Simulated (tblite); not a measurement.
# C3H7BCl2Ge: the cost of one run

Programs: tblite 0.8.0 and PySCF 2.14.0, with density-fitted response routines of our own. Each step states its level of theory. These are calculated values for one molecule in the gas phase, unless marked as measured. Atoms count from 0, in the outputs and in this text.

**1. The starting structure**

14 atoms, charge 0, multiplicity 1; geometry from: force field or distance geometry start.

Bonds of the start (Å): C0–Ge1 1.94, Ge1–C2 1.94, C2–C3 1.33, C3–B4 1.60, B4–Cl5 1.84, B4–Cl6 1.84, C0–H7 1.11, C0–H8 1.11, C0–H9 1.11, Ge1–H10 1.56, Ge1–H11 1.54, C2–H12 1.08, C3–H13 1.08.

**2. Optimising the geometry with GFN2-xTB**

What the job is given:

```
{"job": {"kind": "relax", "xc": "GFN2-xTB", "basis": "xTB"}, "charge": 0, "multiplicity": 1}
C     -1.927600     0.146200     0.507700
Ge    -0.879400    -0.799900    -0.823700
C      0.715200     0.211500    -1.257000
C      1.653300     0.626100    -0.406000
B      1.748800     0.273200     1.147600
Cl     1.243700    -1.369000     1.816800
Cl     2.882600     1.299800     2.172300
H     -2.193200     1.156900     0.119400
H     -2.859200    -0.425100     0.717700
H     -1.359600     0.260700     1.450700
H     -0.506700    -2.221800    -0.307400
H     -1.730800    -0.976000    -2.095300
H      0.780400     0.539800    -2.283300
H      2.431700     1.277200    -0.781700
```

The run is started by

```console
$ OMP_NUM_THREADS=1 python probes_run.py task.json out
```

One launch serves the whole session: the jobs run in the order shown.

Q: Estimate the wall time and peak memory of this first job on 1 thread of Arm Neoverse N1, shared host.

About 1.3 s, with a peak of 0.18 GiB.
